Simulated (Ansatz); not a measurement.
Geometry optimisation, DFT PBE, scalar-relativistic, plane waves, PAW (Ansatz 0.2.0).

input.yaml

```yaml
crystal:
  lattice:
    - [-4.1773, -4.1773, 0.0]
    - [4.1773, -4.1773, 0.0]
    - [0.0, 0.0, 5.331]
  atoms:
    - { symbol: Si, position: [0.5, 0.5, 0.0] }
    - { symbol: Si, position: [0.0, 0.5, 0.25] }
    - { symbol: O, position: [0.19392, 0.5, 0.0] }
    - { symbol: O, position: [0.0, 0.19392, 0.25] }
    - { symbol: O, position: [0.80608, 0.5, 0.0] }
    - { symbol: O, position: [0.0, 0.80608, 0.25] }
    - { symbol: Si, position: [0.5, 0.5, 0.5] }
    - { symbol: Si, position: [0.0, 0.5, 0.75] }
    - { symbol: O, position: [0.19392, 0.5, 0.5] }
    - { symbol: O, position: [0.0, 0.19392, 0.75] }
    - { symbol: O, position: [0.80608, 0.5, 0.5] }
    - { symbol: O, position: [0.0, 0.80608, 0.75] }
    - { symbol: Si, position: [0.0, 0.0, 0.0] }
    - { symbol: Si, position: [0.5, 0.0, 0.25] }
    - { symbol: O, position: [0.69392, 0.0, 0.0] }
    - { symbol: F, position: [0.5, 0.30608, 0.25] }
    - { symbol: O, position: [0.30608, 0.0, 0.0] }
    - { symbol: Si, position: [0.0, 0.0, 0.5] }
    - { symbol: Si, position: [0.5, 0.0, 0.75] }
    - { symbol: O, position: [0.69392, 0.0, 0.5] }
    - { symbol: O, position: [0.5, 0.69392, 0.75] }
    - { symbol: O, position: [0.30608, 0.0, 0.5] }
    - { symbol: O, position: [0.5, 0.30608, 0.75] }
total_charge: 1
basis:
  ecutwfc: 420.0
kpoints:
  mp_grid: { grid: [2, 2, 2] }
hamiltonian:
  xc: pbe
  pseudopotentials: { kind: paw, azcp: { folder: soft_1 } }
scf:
  occupations: { method: gaussian, width: 0.05 }
  lower_state_search: "off"
relax:
  f_tol: 0.03
  max_steps: 60
  adjacent_minimum: "off"
output:
  write_density: true
  write_potential: true
  elf: true
  volumetric_format: npy
```

Run as:

```bash
$ ansatz run input.yaml --threads 1 --pin off --max-ram 3072MiB --backend cpu --events-out ev --progress --plain --runs-dir out
```

Where does it end, and by what steps?

The run converged. Limits of this set-up: coarse k mesh, charged cell in a uniform background, uncorrected. After 10 steps the energy has fallen by 1.426 eV; Si14 moved furthest, 0.49 Å. Parted: Si14–F16 (1.81 → 2.40 Å).

```json
{"step": "0", "energy less start (eV)": "0.0000", "largest force component (eV/Å)": "2.877", "accepted": "yes"}
{"step": "1", "energy less start (eV)": "-0.7226", "largest force component (eV/Å)": "1.678", "accepted": "yes"}
{"step": "2", "energy less start (eV)": "-1.1238", "largest force component (eV/Å)": "0.553", "accepted": "yes"}
{"step": "3", "energy less start (eV)": "-1.1812", "largest force component (eV/Å)": "0.507", "accepted": "yes"}
{"step": "4", "energy less start (eV)": "-1.3256", "largest force component (eV/Å)": "0.816", "accepted": "yes"}
{"step": "5", "energy less start (eV)": "-1.3741", "largest force component (eV/Å)": "0.542", "accepted": "yes"}
{"step": "6", "energy less start (eV)": "-1.4036", "largest force component (eV/Å)": "0.418", "accepted": "yes"}
{"step": "7", "energy less start (eV)": "-1.4083", "largest force component (eV/Å)": "0.426", "accepted": "yes"}
{"step": "8", "energy less start (eV)": "-1.4258", "largest force component (eV/Å)": "0.037", "accepted": "yes"}
{"step": "9", "energy less start (eV)": "-1.4258", "largest force component (eV/Å)": "0.038", "accepted": "yes"}
{"step": "10", "energy less start (eV)": "-1.4261", "largest force component (eV/Å)": "0.008", "accepted": "yes"}
```

```xyz
23
Lattice="-4.1773 -4.1773 0.0000 4.1773 -4.1773 0.0000 0.0000 0.0000 5.3310" Properties=species:S:1:pos:R:3
Si 0.064 -4.241 -0.033
Si 2.092 -2.092 1.333
O 1.274 -2.936 0.020
O 0.825 -0.825 1.333
O -1.241 -5.451 0.020
O 3.364 -3.364 1.333
Si 0.064 -4.241 2.699
Si 2.108 -2.108 3.998
O 1.274 -2.936 2.646
O 0.824 -0.824 3.998
O -1.241 -5.451 2.646
O 3.368 -3.368 3.998
Si 0.003 -0.003 0.010
Si -2.436 -1.742 1.333
O -2.909 -2.867 0.036
F -0.742 -3.436 1.333
O -1.311 -1.269 0.036
Si 0.003 -0.003 2.656
Si -2.041 -2.136 3.998
O -2.909 -2.867 2.629
O 0.852 -5.029 3.998
O -1.311 -1.269 2.629
O -0.785 -3.392 3.998
```

Whether the end is a true minimum wasn't checked by a vibrational analysis.

Run time: 82 s on 1 thread of Arm Neoverse V1, on a shared host, peak memory 0.47 GiB.
